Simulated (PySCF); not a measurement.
# Methylgermylbromide (CH5BrGe): geometry, NMR shifts, spin-spin couplings, electronic excitations and core binding energies

Wanted: the NMR shifts, spin-spin couplings, electronic excitations and core binding energies of Methylgermylbromide (CH5BrGe) (`[CH3][GeH2][Br]`), by calculation.

The runs use PySCF 2.14.0, with density-fitted response routines of our own; the level of theory stands in each step. All values are computed, except where a source is named. Atoms are numbered from 0 throughout.

### 1 Starting geometry

8 atoms, charge 0, multiplicity 1; geometry from: GFN2-xTB.

Bonds of the start (Å): C0–Ge1 1.97, Ge1–Br2 2.28, C0–H3 1.09, C0–H4 1.09, C0–H5 1.09, Ge1–H6 1.51, Ge1–H7 1.51.

### 2 Optimising the geometry at PBE0-D3(BJ)/def2-SVP

Job settings and geometry (Å):

```
{"job": {"xc": "PBE0", "basis": "def2-SVP", "d3": "d3bj", "grid": 1, "kind": "geom"}, "charge": 0, "multiplicity": 1}
C     -1.073220     0.209170     0.041050
Ge     0.813540    -0.364210    -0.043200
Br     2.134810     1.491410    -0.071050
H     -1.504180    -0.030190     1.010290
H     -1.657710    -0.291230    -0.726660
H     -1.153680     1.283540    -0.112010
H      1.281190    -1.161250     1.153770
H      1.177360    -1.118410    -1.301310
```

The program printed:

```text
step   0  E = -4691.10559377  max force = 0.015286
step   1  E = -4691.10734855  max force = 0.002356
step   2  E = -4691.10738440  max force = 0.000351
step   3  E = -4691.10739995  max force = 0.000524
step   4  E = -4691.10743001  max force = 0.002009
step   5  E = -4691.10719968  max force = 0.008234
step   6  E = -4691.10742132  max force = 0.004844
step   7  E = -4691.10742684  max force = 0.005339
step   8  E = -4691.10760745  max force = 0.002583
step   9  E = -4691.10772384  max force = 0.001626
step  10  E = -4691.10785853  max force = 0.000755
step  11  E = -4691.10794859  max force = 0.000666
step  12  E = -4691.10802654  max force = 0.000580
step  13  E = -4691.10810716  max force = 0.000511
step  14  E = -4691.10818890  max force = 0.000495
step  15  E = -4691.10830488  max force = 0.000884
step  16  E = -4691.10846065  max force = 0.000589
step  17  E = -4691.10867880  max force = 0.001191
step  18  E = -4691.10891092  max force = 0.000894
step  19  E = -4691.10905819  max force = 0.000247
step  20  E = -4691.10906152  max force = 0.000159
optimisation converged
```

It took 88 s on 1 thread, shared host.

Step by step: (the energy doesn't fall at every step)

| step | energy from step 0 (eV) | largest force component (eV/Å) |
| --- | --- | --- |
| 0 | 0.0000 | 0.7860 |
| 1 | -0.0477 | 0.1212 |
| 2 | -0.0487 | 0.0180 |
| 3 | -0.0491 | 0.0269 |
| 4 | -0.0500 | 0.1033 |
| 5 | -0.0437 | 0.4234 |
| 6 | -0.0497 | 0.2491 |
| 7 | -0.0499 | 0.2745 |
| 8 | -0.0548 | 0.1328 |
| 9 | -0.0580 | 0.0836 |
| 10 | -0.0616 | 0.0388 |
| 11 | -0.0641 | 0.0342 |
| 12 | -0.0662 | 0.0298 |
| 13 | -0.0684 | 0.0263 |
| 14 | -0.0706 | 0.0255 |
| 15 | -0.0738 | 0.0455 |
| 16 | -0.0780 | 0.0303 |
| 17 | -0.0839 | 0.0612 |
| 18 | -0.0903 | 0.0460 |
| 19 | -0.0943 | 0.0127 |
| 20 | -0.0944 | 0.0082 |

Close pairs (by a distance rule), those that changed most:

| bond | before (Å) | after (Å) | change (Å) |
| --- | --- | --- | --- |
| Ge1–Br2 | 2.278 | 2.318 | +0.040 |
| C0–Ge1 | 1.974 | 1.941 | -0.033 |
| Ge1–H7 | 1.511 | 1.538 | +0.026 |
| Ge1–H6 | 1.512 | 1.537 | +0.025 |
| C0–H4 | 1.087 | 1.100 | +0.013 |
| C0–H3 | 1.087 | 1.099 | +0.011 |
| C0–H5 | 1.088 | 1.099 | +0.011 |

The next job starts from the end point, and lists it.

| at the end point | value |
| --- | --- |
| point group (found at 0.08 Å tolerance) | Cs |
| rotational constants (GHz, main isotopes) | 10.366, 1.884, 1.644 |
| dipole moment (D) | 2.43 |

### 3 Nuclear shieldings: PBE0/pcSseg-1

Job settings and geometry (Å):

```
{"job": {"kind": "nmr", "xc": "PBE0", "basis": "pcSseg-1"}, "charge": 0, "multiplicity": 1}
C     -0.976777     0.417046     0.111591
Ge     0.703078    -0.529302    -0.109572
Br     2.380010     1.070597    -0.118305
H     -0.961093     0.984689     1.052301
H     -1.816715    -0.293103     0.132525
H     -1.118699     1.117983    -0.722696
H      1.012129    -1.479412     1.059021
H      0.796177    -1.269668    -1.453983
```

Method: GIAO PBE0/pcSseg-1 NMR shielding, non-relativistic, gas phase.

The program printed:

```text
coarse grid: 32288 points
cycle   1  E = -4691.1341304247  dE = -1.860e+00  |g| = 1.111e+00  |ddm| = 2.622e+00
cycle   2  E = -4691.1088049080  dE =  2.533e-02  |g| = 9.757e-01  |ddm| = 9.737e-01
cycle   3  E = -4691.2021789974  dE = -9.337e-02  |g| = 1.870e-01  |ddm| = 6.676e-01
cycle   4  E = -4691.2063892564  dE = -4.210e-03  |g| = 3.295e-02  |ddm| = 1.286e-01
cycle   5  E = -4691.2064680889  dE = -7.883e-05  |g| = 4.416e-03  |ddm| = 2.281e-02
cycle   6  E = -4691.2064719313  dE = -3.842e-06  |g| = 1.001e-03  |ddm| = 7.184e-03
final grid: 64184 points
cycle   7  E = -4691.2064044326  dE =  3.808e-08  |g| = 1.363e-03  |ddm| = 3.324e-03
cycle   8  E = -4691.2064042398  dE =  1.928e-07  |g| = 1.836e-03  |ddm| = 3.497e-03
cycle   9  E = -4691.2064048420  dE = -6.023e-07  |g| = 1.226e-04  |ddm| = 1.751e-03
cycle  10  E = -4691.2064048450  dE = -3.010e-09  |g| = 2.469e-05  |ddm| = 1.383e-04
cycle  11  E = -4691.2064048451  dE = -9.368e-11  |g| = 8.690e-07  |ddm| = 2.167e-05
converged SCF energy = -4691.2064048451

GIAO shielding tensors (ppm)
atom      isotropic    diamagn.    paramagn.     s11        s22        s33       span
  0 C      181.394     252.074     -70.681    168.201    180.833    195.147     26.945
  1 Ge    1353.762    2754.568   -1400.806   1208.281   1365.557   1487.447    279.165
  2 Br    2774.932    3123.735    -348.803   2639.000   2775.755   2910.039    271.039
  3 H       30.385      29.468       0.918     25.382     28.397     37.377     11.995
  4 H       30.799      29.380       1.419     25.506     26.879     40.013     14.507
  5 H       30.379      29.457       0.923     25.401     28.349     37.388     11.986
  6 H       25.977      27.355      -1.378     18.726     21.643     37.563     18.837
  7 H       25.978      27.352      -1.373     18.742     21.633     37.559     18.817
```

Run time: 11 s. Hardware: 1 thread, shared host.

Shifts follow as δ = σ(reference) − σ, with reference shieldings (ppm) from runs at the same level and on the same kind of geometry: 1H TMS 31.27, 13C TMS 184.4, 73Ge GeMe4 1330, 79Br HBr 2584. The references are single molecules in the gas phase. Atoms listed in one row are averaged.

| atoms | environment | σ (ppm) | δ (ppm) |
| --- | --- | --- | --- |
| C0 | methyl carbon bonded to Ge | 181.4 | 3.0 |
| H6, H7 | hydrogen on a germanium bonded to C, Br | 25.98 | 5.29 |
| H3, H4, H5 | hydrogen on a methyl carbon bonded to Ge | 30.52 | 0.75 |
| Ge1 | germanium bonded to C, Br, 2 H | 1354 | -23 |
| Br2 | bromine bonded to Ge | 2775 | -190 |

The run also stored atomic charges by several schemes (e):

| atoms | Mulliken | IAO | Hirshfeld | ESP fit |
| --- | --- | --- | --- | --- |
| C0 | -0.56 | -0.68 | -0.20 | -0.31 |
| Ge1 | 0.46 | 0.64 | 0.35 | 0.29 |
| Br2 | -0.38 | -0.28 | -0.17 | -0.21 |

Mayer bond orders: C0–Ge1 1.01, Ge1–Br2 0.91.

### 4 Spin-spin couplings: B3LYP/pcSseg-1+pcJ-1

Settings changed since step 3:

```diff
@@ -1,2 +1,2 @@
-{"job": {"kind": "nmr", "xc": "PBE0", "basis": "pcSseg-1"}, "charge": 0, "multiplicity": 1}
+{"job": {"kind": "j", "xc": "B3LYP", "basis": "pcJ-1"}, "charge": 0, "multiplicity": 1}
 C     -0.976777     0.417046     0.111591
```

Method: B3LYP/pcJ-1 Br:pcSseg-1 Ge:pcSseg-1 indirect spin-spin coupling, non-relativistic, gas phase.

The program printed:

```text
coarse grid: 32288 points
cycle   1  E = -4691.8329297646  dE = -1.848e+00  |g| = 1.193e+00  |ddm| = 2.428e+00
cycle   2  E = -4691.7844234786  dE =  4.851e-02  |g| = 1.120e+00  |ddm| = 1.104e+00
cycle   3  E = -4691.9138462453  dE = -1.294e-01  |g| = 2.152e-01  |ddm| = 7.922e-01
cycle   4  E = -4691.9200855348  dE = -6.239e-03  |g| = 4.136e-02  |ddm| = 1.599e-01
cycle   5  E = -4691.9202470711  dE = -1.615e-04  |g| = 6.440e-03  |ddm| = 3.131e-02
cycle   6  E = -4691.9202560838  dE = -9.013e-06  |g| = 1.093e-03  |ddm| = 8.995e-03
final grid: 64184 points
cycle   7  E = -4691.9201731870  dE =  5.573e-08  |g| = 1.337e-03  |ddm| = 3.120e-03
cycle   8  E = -4691.9201729275  dE =  2.595e-07  |g| = 1.797e-03  |ddm| = 3.200e-03
cycle   9  E = -4691.9201736511  dE = -7.236e-07  |g| = 1.538e-04  |ddm| = 1.622e-03
cycle  10  E = -4691.9201736548  dE = -3.721e-09  |g| = 3.796e-05  |ddm| = 1.624e-04
cycle  11  E = -4691.9201736550  dE = -1.546e-10  |g| = 1.061e-06  |ddm| = 2.000e-05
converged SCF energy = -4691.9201736550

Indirect spin-spin couplings (Hz)
  i      j    bonds     total        FC       PSO       DSO        SD
  0 C    3 H    1    141.382   138.630     1.405     1.011     0.336
  0 C    4 H    1    136.455   133.620     1.543     0.969     0.324
  0 C    5 H    1    141.246   138.491     1.408     1.011     0.335
  0 C    6 H    2     11.941    12.514     0.092    -0.659    -0.006
  0 C    7 H    2     11.964    12.535     0.091    -0.656    -0.006
  3 H    4 H    2    -12.872   -14.298     2.991    -1.787     0.222
  3 H    5 H    2    -12.947   -14.489     2.918    -1.616     0.239
  3 H    6 H    3     -0.355     0.041     0.322    -0.754     0.036
  3 H    7 H    3      9.715    12.010     1.670    -3.965     0.001
  4 H    5 H    2    -12.880   -14.306     2.989    -1.786     0.223
  4 H    6 H    3     -1.373    -0.830     0.434    -1.002     0.025
  4 H    7 H    3     -1.422    -0.865     0.445    -1.026     0.024
  5 H    6 H    3      9.752    12.054     1.670    -3.973     0.001
  5 H    7 H    3     -0.221     0.148     0.304    -0.710     0.037
  6 H    7 H    2     27.599    30.610     1.134    -4.206     0.060
```

It took 36 s on 1 thread, shared host.

A choice of the couplings up to four bonds, sorted by the number of bonds, with means over like pairs; isotopes 13C, 1H:

| pair | bonds | J (Hz) | Fermi contact (Hz) |
| --- | --- | --- | --- |
| C0–H3 | 1 | 139.7 | 136.9 |
| H6–H7 | 2 | 27.6 | 30.6 |
| H3–H4 | 2 | -12.9 | -14.4 |
| C0–H6 | 2 | 12.0 | 12.5 |
| H3–H6 | 3 | 2.7 | 3.8 |

The response was solved for the nuclei of C, H alone, so couplings that need other nuclei can be missing.

Quadrupole couplings from the field gradients of the same density:

| atom | isotope | eQq/h (MHz) | η |
| --- | --- | --- | --- |
| Br2 | 79Br | 383.4 | 0.01 |
| Ge1 | 73Ge | -92.6 | 0.09 |

Shifts (PBE0/pcSseg-1, unscaled) and these couplings together give the proton spectrum at 400 MHz below. Couplings to quadrupolar nuclei are left out.

1H NMR δ 5.29 (q, J = 2.7 Hz, 2H), 0.75 (t, J = 2.7 Hz, 3H). The letters are first-order; like nuclei with unlike couplings give more lines.

### 5 Excited states and response: PBE0/def2-SVPD

Settings changed since step 4:

```diff
@@ -1,2 +1,2 @@
-{"job": {"kind": "j", "xc": "B3LYP", "basis": "pcJ-1"}, "charge": 0, "multiplicity": 1}
+{"job": {"kind": "uv", "xc": "PBE0", "basis": "def2-SVPD", "ip": true}, "charge": 0, "multiplicity": 1}
 C     -0.976777     0.417046     0.111591
```

Level: TDDFT PBE0/def2-SVPD, vertical, gas phase, core orbitals frozen in the response.

The program printed:

```text
coarse grid: 32288 points
cycle   1  E = -4691.0717000451  dE = -1.667e+00  |g| = 4.733e-01  |ddm| = 3.096e+00
cycle   2  E = -4691.0555285018  dE =  1.617e-02  |g| = 5.615e-01  |ddm| = 9.954e-01
cycle   3  E = -4691.1102885313  dE = -5.476e-02  |g| = 3.448e-02  |ddm| = 5.703e-01
cycle   4  E = -4691.1104376935  dE = -1.492e-04  |g| = 5.699e-03  |ddm| = 3.901e-02
cycle   5  E = -4691.1104425744  dE = -4.881e-06  |g| = 2.341e-03  |ddm| = 1.210e-02
final grid: 64184 points
cycle   6  E = -4691.1103711927  dE =  4.832e-07  |g| = 2.827e-03  |ddm| = 7.884e-03
cycle   7  E = -4691.1103701116  dE =  1.081e-06  |g| = 3.632e-03  |ddm| = 8.872e-03
cycle   8  E = -4691.1103735273  dE = -3.416e-06  |g| = 2.849e-04  |ddm| = 4.694e-03
cycle   9  E = -4691.1103735388  dE = -1.142e-08  |g| = 2.511e-05  |ddm| = 2.308e-04
cycle  10  E = -4691.1103735389  dE = -1.364e-10  |g| = 3.241e-06  |ddm| = 2.921e-05
converged SCF energy = -4691.1103735389

Static polarisability (au): isotropic 66.371, principal 57.258 63.741 78.113

Singlet excitations
state   eV       nm        f      main configurations
  1   6.1918    200.2   0.01585   H->L 0.98
  2   6.1956    200.1   0.01669   H-1->L 0.97
  3   7.2995    169.9   0.00382   H-1->L+1 0.95
  4   7.3091    169.6   0.02991   H->L+1 0.93
  5   7.6279    162.5   0.00009   H-1->L+2 0.94
  6   7.6668    161.7   0.02177   H->L+2 0.86, H-2->L 0.09
  7   7.9981    155.0   0.00397   H-3->L 0.55, H-2->L 0.35
  8   8.1767    151.6   0.00096   H-4->L 0.82, H-1->L+3 0.15
  9   8.2996    149.4   0.11151   H-2->L 0.26, H-1->L+4 0.25, H->L+3 0.15
 10   8.3331    148.8   0.00361   H->L+4 0.61, H-1->L+3 0.20

Triplet excitations (Tamm-Dancoff, eV): 5.7358 5.7513 7.0682 7.0717
Vertical ionisation energy (delta-SCF) = 10.2817 eV
```

It took 35 s on 1 thread, shared host.

The orbitals next to the gap, with their largest atomic shares:

| orbital | eV | atoms |
| --- | --- | --- |
| HOMO−3 | -9.89 | Br2 32 %, Ge1 26 %, C0 16 % |
| HOMO−2 | -9.75 | Br2 42 %, C0 24 %, Ge1 22 % |
| HOMO−1 | -8.10 | Br2 80 %, Ge1 11 %, H7 4 % |
| HOMO | -8.08 | Br2 79 %, Ge1 9 %, C0 8 % |
| LUMO | -0.49 | Br2 36 %, Ge1 34 %, H7 10 % |
| LUMO+1 | 0.34 | Ge1 41 %, Br2 16 %, C0 14 % |
| LUMO+2 | 0.63 | Ge1 22 %, Br2 18 %, C0 17 % |

With each of the 10 states as a Gaussian band of 0.4 eV half-width at 1/e, the curve within the window shown has maxima at 201 nm (ε 1,300), 166 nm (ε 1,900), 150 nm (ε 4,900) L/(mol cm). Beyond the last state computed it falls off for lack of states. The curve at chosen wavelengths:

```tsv
nm	ε (L/mol/cm)
144	2362
147	4090
150	4870
153	4279
156	3111
160	2114
163	1946
166	1949
169	1857
172	1577
175	1172
178	773
181	495
185	396
188	515
191	745
194	1009
197	1220
200	1316
203	1273
206	1114
210	810
213	580
216	385
219	239
222	140
```

Further results of this job:

| property | computed |
| --- | --- |
| dipole moment (D) | 2.47 |
| polarisability (Å³) | 9.84 |
| HOMO–LUMO gap (eV) | 7.59 |
| −ε(HOMO) (eV) | 8.08 |

### 6 Nuclear shieldings: wB97X-D/pcSseg-2

Settings changed since step 5:

```diff
@@ -1,2 +1,2 @@
-{"job": {"kind": "uv", "xc": "PBE0", "basis": "def2-SVPD", "ip": true}, "charge": 0, "multiplicity": 1}
+{"job": {"kind": "nmr", "xc": "wB97X-D", "basis": "pcSseg-2", "pop": false}, "charge": 0, "multiplicity": 1}
 C     -0.976777     0.417046     0.111591
```

Level: GIAO wB97X-D/pcSseg-2 NMR shielding, non-relativistic, gas phase.

The program printed:

```text
coarse grid: 32288 points
cycle   1  E = -4692.4661916600  dE = -1.958e+00  |g| = 1.351e+00  |ddm| = 1.963e+00
cycle   2  E = -4692.4665086522  dE = -3.170e-04  |g| = 1.174e+00  |ddm| = 6.043e-01
cycle   3  E = -4692.5417766979  dE = -7.527e-02  |g| = 2.113e-01  |ddm| = 3.259e-01
cycle   4  E = -4692.5439209857  dE = -2.144e-03  |g| = 4.069e-02  |ddm| = 4.545e-02
cycle   5  E = -4692.5440114145  dE = -9.043e-05  |g| = 4.567e-03  |ddm| = 1.268e-02
cycle   6  E = -4692.5440160727  dE = -4.658e-06  |g| = 2.078e-03  |ddm| = 6.346e-03
final grid: 64184 points
cycle   7  E = -4692.5435616342  dE = -3.219e-06  |g| = 2.783e-03  |ddm| = 4.600e-03
cycle   8  E = -4692.5435617388  dE = -1.046e-07  |g| = 3.011e-03  |ddm| = 2.326e-03
cycle   9  E = -4692.5435623590  dE = -6.202e-07  |g| = 2.413e-04  |ddm| = 9.824e-04
cycle  10  E = -4692.5435623648  dE = -5.750e-09  |g| = 7.206e-05  |ddm| = 1.346e-04
cycle  11  E = -4692.5435623657  dE = -8.940e-10  |g| = 2.191e-05  |ddm| = 9.380e-05
converged SCF energy = -4692.5435623657

GIAO shielding tensors (ppm)
atom      isotropic    diamagn.    paramagn.     s11        s22        s33       span
  0 C      181.879     242.107     -60.228    169.087    181.141    195.408     26.321
  1 Ge    1364.229    2754.621   -1390.392   1226.411   1380.276   1486.000    259.589
  2 Br    2759.601    3125.013    -365.412   2608.839   2738.091   2931.873    323.034
  3 H       30.576      29.017       1.560     25.619     28.720     37.389     11.770
  4 H       30.909      28.847       2.062     25.632     27.065     40.029     14.397
  5 H       30.570      29.007       1.563     25.635     28.676     37.399     11.764
  6 H       26.155      27.960      -1.805     18.983     21.869     37.614     18.631
  7 H       26.155      27.953      -1.798     18.998     21.858     37.610     18.612
```

Run time: 33 s. Hardware: 1 thread, shared host.

Key values: δ C0 2.5, Ge1 -34, Br2 -182, H6 5.20, H3 0.67 ppm (means over like atoms).

### 7 X-ray photoelectron lines: SCAN, X2C

Settings changed since step 6:

```diff
@@ -1,2 +1,2 @@
-{"job": {"kind": "nmr", "xc": "wB97X-D", "basis": "pcSseg-2", "pop": false}, "charge": 0, "multiplicity": 1}
+{"job": {"kind": "xps"}, "charge": 0, "multiplicity": 1}
 C     -0.976777     0.417046     0.111591
```

With the program's defaults for keys left out, this is: delta-SCF UKS SCAN, pcX-2 on the ionised atom, pcseg-1 elsewhere, spin-free X2C.

The program printed:

```text
ground state, core basis on atom 0 (C), 124 functions
  cycle   1  E = -4733.70954639  |g| = 4.24e-01
  cycle   2  E = -4733.66362107  |g| = 5.79e-01
  cycle   3  E = -4733.75662672  |g| = 4.15e-02
  cycle   4  E = -4733.75718951  |g| = 1.27e-02
  cycle   5  E = -4733.75723590  |g| = 3.62e-03
  cycle   6  E = -4733.75724168  |g| = 2.55e-03
  cycle   7  E = -4733.75723487  |g| = 4.26e-04
  E(ground) = -4734.03526415 Eh
hole in C 1s of atom 0
  cycle   1  E = -4722.50127101  |g| = 1.50e+00
  cycle   2  E = -4721.77403892  |g| = 1.82e+00
  cycle   3  E = -4723.01329018  |g| = 3.49e-01
  cycle   4  E = -4723.05088763  |g| = 1.89e-01
  cycle   5  E = -4723.07388099  |g| = 5.15e-02
  cycle   6  E = -4723.07545941  |g| = 7.62e-03
  cycle   7  E = -4723.07549864  |g| = 3.17e-03
  cycle   8  E = -4723.07550834  |g| = 8.89e-04
  cycle   9  E = -4723.07551025  |g| = 3.57e-04
  E(ion) = -4723.35190803 Eh   <S^2> = 0.7685   hole on atom = 1.000   binding energy = 290.709 eV
```

It took 4.1 s on 1 thread, shared host.

Binding energies by hole, beside the orbital energy of the ground state; the difference holds orbital relaxation and, for a density functional, its self-interaction error:

| hole | stands for | environment | ΔSCF (eV) | −ε (eV) | ⟨S²⟩ |
| --- | --- | --- | --- | --- | --- |
| C1s on C0 | C0 | methyl carbon bonded to Ge | 290.71 | 273.9 | 0.769 |

### 8 Comparing the runs: NMR shifts

Shifts (ppm), means over like atoms, with basis size and wall time:

| run | C0 | H6 | H3 | Ge1 | Br2 | functions | time |
| --- | --- | --- | --- | --- | --- | --- | --- |
| PBE0/pcSseg-1 | 3.0 | 5.29 | 0.75 | -23 | -190 | 124 | 11 s |
| wB97X-D/pcSseg-2 | 2.5 | 5.20 | 0.67 | -34 | -182 | 232 | 33 s |

### 9 Results

| quantity | value |
| --- | --- |
| point group | Cs |
| rotational constants (main isotopes) | 10.37, 1.88, 1.64 GHz |
| 13C shifts against TMS (PBE0/pcSseg-1) | 3.0 ppm |
| 1H shifts against TMS (PBE0/pcSseg-1, means over atoms taken as alike) | 5.29, 0.75 ppm |
| 73Ge shifts against GeMe4 (PBE0/pcSseg-1) | -23 ppm |
| 79Br shifts against HBr (PBE0/pcSseg-1) | -190 ppm |
| largest coupling of the table (B3LYP/pcSseg-1+pcJ-1) | 1J(C,H) C0–H3, 139.7 Hz |
| lowest singlet (PBE0/def2-SVPD) | 6.19 eV (200 nm), f = 0.016 |
| brightest single state of those computed | state 9, 8.30 eV, f = 0.112 |
| lowest triplet | 5.74 eV |
| vertical ionisation energy (ΔSCF) | 10.28 eV |
| C1s binding energies, SCAN/pcX-2 | C0 290.71 eV |
| range of the shift of Ge1 | -34 to -23 ppm |

The optimisation took 20 steps and gained 0.094 eV; among the close pairs (by a distance rule), Ge1–Br2 changed most, from 2.278 to 2.318 Å. No frequency check was run at this level, so the end point may be a saddle. In the run at B3LYP/pcSseg-1+pcJ-1, the largest coupling of the table is C0–H3 (mean over like pairs), 139.7 Hz, of which the Fermi-contact term gives 136.9 Hz. The lowest singlet, at 6.19 eV, is HOMO→LUMO 0.98 and is weak; of the 10 states computed, the strongest absorption comes from state 9 at 8.30 eV. The lowest triplet lies 0.46 eV below the lowest singlet (triplets in Tamm-Dancoff, singlets in full TDDFT). The orbital energy would give 8.08 eV for ionisation, ΔSCF gives 10.28 eV. In ppm, Ge1 moves most: its shift spreads over 11 ppm, from -34 (wB97X-D/pcSseg-2) to -23 (PBE0/pcSseg-1). Spin-orbit coupling is left out, which matters for shieldings and couplings at and beside the heavy atoms.
